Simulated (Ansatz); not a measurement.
The system is HfBi3.

```
Bi Hf
1.0
    -2.31546    2.31546    5.26522
     2.31546   -2.31546    5.26522
     2.31546    2.31546   -5.26522
Bi Hf
3 1
Direct
  0.50000 0.50000 0.00000
  0.25000 0.75000 0.50000
  0.75000 0.25000 0.50000
  0.00000 0.00000 0.00000
```

The cell comes from a database or a generator and needn't be the stable form of this composition.

```yaml
Program: Ansatz 0.2.0
Task: single point
Functional: PBE
Potentials_or_basis: Ansatz PAW
Cutoff: "420 eV (not typed: the program's choice for these potentials)"
k_mesh: 8 × 8 × 8
Occupations: fermi-dirac, width 0.05 eV
Spin: no spin polarisation
```

On this cell: pressure 0.2 GPa; largest force under 0.003 eV/Å; band gap on the k mesh none (metal or under the smearing width).

The same run follows on a disturbed copy (atoms moved at random, drawn with an rms of 0.05 Å):

```
Bi Hf
1.0
    -2.31546    2.31546    5.26522
     2.31546   -2.31546    5.26522
     2.31546    2.31546   -5.26522
Bi Hf
3 1
Direct
  0.50547 0.49639 0.99665
  0.24476 0.74958 0.49580
  0.74518 0.23779 0.48963
  0.00839 0.00815 0.01253
```

Question: What does the disturbed cell give?

Answer: The energy (extrapolated to zero smearing) moves by +2.8 meV/atom; pressure 0.3 GPa; largest force 0.253 eV/Å; band gap on the k mesh none (metal or under the smearing width).

Forces on the atoms (eV/Å):
```
Bi   0.079  0.006 -0.240
Bi  -0.138  0.053  0.115
Bi   0.134 -0.037  0.111
Hf  -0.075 -0.023  0.014
```

Stress tensor (GPa, compression positive):
```
0.44 0.01 0.13
0.01 0.39 0.07
0.13 0.07 0.19
```

Caveats: spin-orbit coupling is left out, which moves the levels of the heavy elements.
